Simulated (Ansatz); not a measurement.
**GaSiH₃ (triplet): the correlation ladder, cc-pVDZ**

One table from this session's results is given with a row withheld; the runs are named, their logs left out.

Program: Ansatz 0.2.0, Gaussian basis. Level of theory: cc-pVDZ, core rule «outside noble gas», up to 19 orbitals frozen. These are calculated values, not measurements.

The runs, in order: UHF; CCSD(T) on ROHF; CCSD(T) on UHF; BCCD(T) on ROHF; CISD; CCSDT(Q) on ROHF; CCSDT(Q) on UHF; CASSCF and NEVPT2, 10 electrons in 11 orbitals.

17 further runs of the same task are left out: 1 for a known fault of the program, 7 that didn't finish, 9 set aside as unsound or not needed.

**The system**

The geometry is a PBE0/def2-TZVP stationary point (not a proven minimum) of the parent state, kept for this charge and spin. No spin-orbit coupling is included. The filled d shell of Ga may be among the frozen orbitals whatever the setting's name suggests; the logs give the count.

5 atoms, charge 0, spin multiplicity 3.

Atoms are counted from 1 here; the program's logs count them from 0.

Bond lengths: Si1–Ga2 2.530 Å, Si1–H3 1.527 Å, Ga2–H4 1.582 Å, Ga2–H5 1.583 Å. Angles: Ga2–Si1–H3 91.5°, Si1–Ga2–H4 124.5°, Si1–Ga2–H5 119.7°, H4–Ga2–H5 115.8°.

Set-up of the first run:

Contents of in.yaml:

```yaml
crystal:
  periodic: [false, false, false]
  atoms:
    - {symbol: Si, position_ang: [0.000000, -0.091539, 1.814482]}
    - {symbol: Ga, position_ang: [0.000000, 0.015718, -0.713702]}
    - {symbol: H, position_ang: [0.000000, 1.431644, 1.919982]}
    - {symbol: H, position_ang: [0.000000, 1.356491, -1.553803]}
    - {symbol: H, position_ang: [0.000000, -1.324715, -1.555955]}
basis:
  gaussian: {orbitals: cc-pVDZ}
magnetization: {spin_polarized: true, initial_magnetization: 2}
hamiltonian: {xc: hf}
output: {orbitals: {seedname: orbitals}}
```

Launch:

```
$ ansatz run in.yaml --threads 1 --pin off --events-out ev --progress --plain --max-ram 2393MiB
```

Steps of the session up to this table: UHF; CCSD(T) on ROHF; CCSD(T) on UHF; BCCD(T) on ROHF; CISD; CCSDT(Q) on ROHF; CCSDT(Q) on UHF; CASSCF and NEVPT2, 10 electrons in 11 orbitals.

One of the session's tables, all rows but one given; the rest of the session is left out.

```
        method  from UCCSDT(Q) (kcal/mol)
          ROHF                    +113.77
           UHF                    +111.62
          RMP2                          ?
          UMP2                     +28.29
         RCCSD                      +4.13
         UCCSD                      +4.01
      RCCSD(T)                      +1.09
      UCCSD(T)                      +1.06
       BCCD(T)                      +1.04
        RCCSDT                      +0.19
        UCCSDT                      +0.15
     RCCSDT(Q)                      +0.04
     UCCSDT(Q)                          0
CASSCF valence                     +69.08
NEVPT2 valence                     +21.17
```

Estimate the missing values for RMP2.

As computed: from UCCSDT(Q) (kcal/mol): +28.38. In the column «from UCCSDT(Q) (kcal/mol)» it lies between UMP2 (+28.29) and CASSCF valence (+69.08).

Among the levels timed on like hardware and quicker than the yardstick, those that no quicker one beats, quickest first: BCCD(T) (8.5 s, +1.04 kcal/mol).

Not comparable, so not listed: CISD (they don't share determinant, frozen orbitals or solution with the rows shown, or repeat one).

Caveats from the session: Restricted and unrestricted rows rest on different reference determinants; where their highest levels disagree by more than a few hundredths of an eV, they describe different states and don't form one ladder.
